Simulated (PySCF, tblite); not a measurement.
# C₄H₁₄N₂Si: geometry, infrared bands and NMR shifts

Aim: predict the infrared bands and NMR shifts of C₄H₁₄N₂Si (`CC(C)N(C)N[SiH3]`).

Computed with tblite 0.8.0 and PySCF 2.14.0, with density-fitted response routines of our own, on a single molecule in the gas phase. Atoms are numbered from 0 throughout.

## Step 1: The starting structure

21 atoms, charge 0, multiplicity 1; geometry from: force field or distance geometry start.

Bonds of the start (Å): C0–C1 1.54, C1–C2 1.54, C1–N3 1.49, N3–C4 1.46, N3–N5 1.46, N5–Si6 1.72, C0–H7 1.09, C0–H8 1.10, C0–H9 1.09, C1–H10 1.09, C2–H11 1.10, C2–H12 1.11, C2–H13 1.09, C4–H14 1.09, C4–H15 1.10, C4–H16 1.10, N5–H17 1.02, Si6–H18 1.49, Si6–H19 1.47, Si6–H20 1.48.

## Step 2: Geometry optimisation with GFN2-xTB

Job settings and geometry (Å):

```
{"job": {"kind": "relax", "xc": "GFN2-xTB", "basis": "xTB"}, "charge": 0, "multiplicity": 1}
C     -1.121600    -1.529200    -0.889500
C     -1.169600    -0.141900    -0.226800
C     -1.659400    -0.275600     1.230700
N      0.136000     0.556700    -0.388400
C      0.048000     1.972100    -0.021600
N      1.178900    -0.114100     0.391000
Si     2.650000    -0.389500    -0.447200
H     -0.461200    -2.218300    -0.360200
H     -2.127100    -1.973100    -0.900200
H     -0.798000    -1.449300    -1.924100
H     -1.916700     0.431900    -0.775100
H     -1.795200     0.704300     1.701000
H     -2.653600    -0.761000     1.255700
H     -0.987800    -0.870300     1.844500
H     -0.155700     2.146500     1.037000
H     -0.741100     2.465900    -0.599200
H      0.985100     2.492900    -0.273100
H      1.377500     0.350500     1.276600
H      3.553900    -1.104000     0.492800
H      2.403700    -1.206300    -1.650400
H      3.245000     0.928900    -0.774100
```

The run is started by

```bash
$ OMP_NUM_THREADS=1 python probes_run.py task.json out
```

One launch serves the whole session: the jobs run in the order shown.

**Question.** This job is followed by: GFN2-xTB harmonic vibrations, gas phase; GIAO PBE0/pcSseg-1 NMR shielding, non-relativistic, gas phase. Predict these results of the whole session: strongest single infrared mode (GFN2-xTB); zero-point energy (GFN2-xTB); ¹³C shifts against TMS (PBE0/pcSseg-1, means over atoms taken as alike); ¹H shifts against TMS (PBE0/pcSseg-1, means over atoms taken as alike); ¹⁵N shifts against NH3 (PBE0/pcSseg-1); ²⁹Si shifts against TMS (PBE0/pcSseg-1); surface potential, 1st and 99th percentile.

As calculated:

```
                                                               quantity                             value
                              strongest single infrared mode (GFN2-xTB)             2167 cm⁻¹, 391 km/mol
                                           zero-point energy (GFN2-xTB)                    110.1 kcal/mol
¹³C shifts against TMS (PBE0/pcSseg-1, means over atoms taken as alike)              59.7, 46.8, 16.7 ppm
 ¹H shifts against TMS (PBE0/pcSseg-1, means over atoms taken as alike)  4.62, 2.69, 2.61, 1.03, 0.99 ppm
                                 ¹⁵N shifts against NH3 (PBE0/pcSseg-1)                    90.0, 69.3 ppm
                                ²⁹Si shifts against TMS (PBE0/pcSseg-1)                         -58.5 ppm
                                  surface potential, 1st and 99th percentile                -1.03 V and 1.20 V
```

What this shows: Over 37 steps the energy fell by 0.261 eV; of the close pairs, N3–N5 changed most, 1.465 to 1.408 Å. All 57 modes are real, so the xTB geometry is a minimum. The strongest single mode, at 2167 cm⁻¹, moves mainly H20. Unscaled tight-binding wavenumbers are off by several per cent, some by more. Its intensities can rank the bands wrongly. C1 (sp3 CH bonded to N) lies farthest downfield among carbon, at 59.7 ppm; deshielded by the electronegative neighbour. At PBE0/pcSseg-1: The largest span, 138 ppm, is at N5, where the paramagnetic term is -123 ppm.
